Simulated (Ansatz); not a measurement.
**Si2F6: ionisation energy by level of theory**

One table from this session's results is given with a row withheld; the runs are named, their logs left out.

Method: unrestricted cation, the program's frozen cores in correlated methods; program: Ansatz 0.2.0, Gaussian basis.

Levels to be run: UKS PBE-D4/def2-TZVPP; UKS r2SCAN-D4/def2-TZVPP; UKS PBE0-D4/def2-TZVPP; UKS B3LYP-D4/def2-TZVPP; UKS wB97X-V/def2-TZVPP; UKS wB97M-V/def2-TZVPP; UKS B2PLYP/def2-TZVPP; UHF-CCSD(T)/def2-TZVPP; UHF-MP2/def2-QZVPP; extrapolation to the limit; then −ε(HOMO) from the neutral's earlier runs with LDA (SPW92), PBE-D4, revPBE-D4, BLYP-D4, r2SCAN-D4, B97M-V, PBE0-D4, B3LYP-D4, r2SCANh-D4, r2SCAN0-D4, HSE06-D4, BHLYP-D4, CAM-B3LYP-D4, LC-ωPBE, ωB97X-V, ωB97M-V.

## The relaxed structure

The geometry comes from an earlier relaxation with PBE0-D4 in a triple-zeta def2 set; it is a stationary point, not always the lowest conformer.

SMILES `F[Si](F)(F)[Si](F)(F)F`, 8 atoms, charge 0, spin multiplicity 1.

Atoms are counted from 1 here; the program's logs count them from 0.

Bond lengths: F1–Si2 1.574 Å, Si2–F3 1.574 Å, Si2–F4 1.574 Å, Si2–Si5 2.331 Å, Si5–F6 1.574 Å, Si5–F7 1.574 Å, Si5–F8 1.574 Å. Angles: F1–Si2–F3 108.3°, F1–Si2–F4 108.3°, F1–Si2–Si5 110.6°, F3–Si2–F4 108.3°, F3–Si2–Si5 110.6°, F4–Si2–Si5 110.6°, Si2–Si5–F6 110.6°, Si2–Si5–F7 110.6°, Si2–Si5–F8 110.6°, F6–Si5–F7 108.3°, F6–Si5–F8 108.3°, F7–Si5–F8 108.3°.

The first run:

The input, in.yaml:

```yaml
crystal:
  periodic: [false, false, false]
  atoms:
    - {symbol: F, position_ang: [0.372285, -1.843298, 1.267982]}
    - {symbol: Si, position_ang: [0.800462, -0.855339, 0.119803]}
    - {symbol: F, position_ang: [0.946687, -1.679905, -1.213021]}
    - {symbol: F, position_ang: [2.207837, -0.252534, 0.485359]}
    - {symbol: Si, position_ang: [-0.777441, 0.840998, -0.133868]}
    - {symbol: F, position_ang: [-0.932196, 1.657943, 1.202685]}
    - {symbol: F, position_ang: [-0.343118, 1.835727, -1.273865]}
    - {symbol: F, position_ang: [-2.182216, 0.239309, -0.511074]}
basis:
  gaussian: {orbitals: def2-TZVPP}
total_charge: 1
magnetization: {spin_polarized: true, initial_magnetization: 1}
hamiltonian: {xc: pbe, dispersion: d4}
```

Started as:

```console
ansatz run in.yaml --threads 2 --pin off --events-out ev --progress --plain --max-ram 22528MiB --backend cpu
```

Steps of the session up to this table: Cation, UKS PBE-D4/def2-TZVPP; Cation, UKS r2SCAN-D4/def2-TZVPP; Cation, UKS PBE0-D4/def2-TZVPP; Cation, UKS B3LYP-D4/def2-TZVPP; Cation, UKS wB97X-V/def2-TZVPP; Cation, UKS wB97M-V/def2-TZVPP; Cation, UKS B2PLYP (frozen core)/def2-TZVPP; Cation, UHF-CCSD(T)/def2-TZVPP; Cation, UHF-MP2/def2-QZVPP.

One table of the session follows, with a row left open; its other results are not shown here.

It belongs to the step «Ionisation energies side by side». For comparison, −ε(HOMO) of the neutral from earlier runs:

| functional | −ε(HOMO) (eV) |
| --- | --- |
| LDA (SPW92) | 9.04 |
| PBE-D4 | 8.82 |
| revPBE-D4 | 8.72 |
| BLYP-D4 | 8.74 |
| r2SCAN-D4 | 9.19 |
| B97M-V | 9.24 |
| PBE0-D4 | 10.37 |
| B3LYP-D4 | 10.16 |
| r2SCANh-D4 | 9.76 |
| r2SCAN0-D4 | 10.62 |
| HSE06-D4 | 9.96 |
| BHLYP-D4 | 11.88 |
| CAM-B3LYP-D4 | 11.82 |
| LC-ωPBE | 13.06 |
| ωB97X-V | ? |
| ωB97M-V | 12.51 |

Estimate the missing values for ωB97X-V.

As computed: −ε(HOMO) (eV): 12.74. In the column «−ε(HOMO) (eV)» it lies between ωB97M-V (12.51) and LC-ωPBE (13.06).
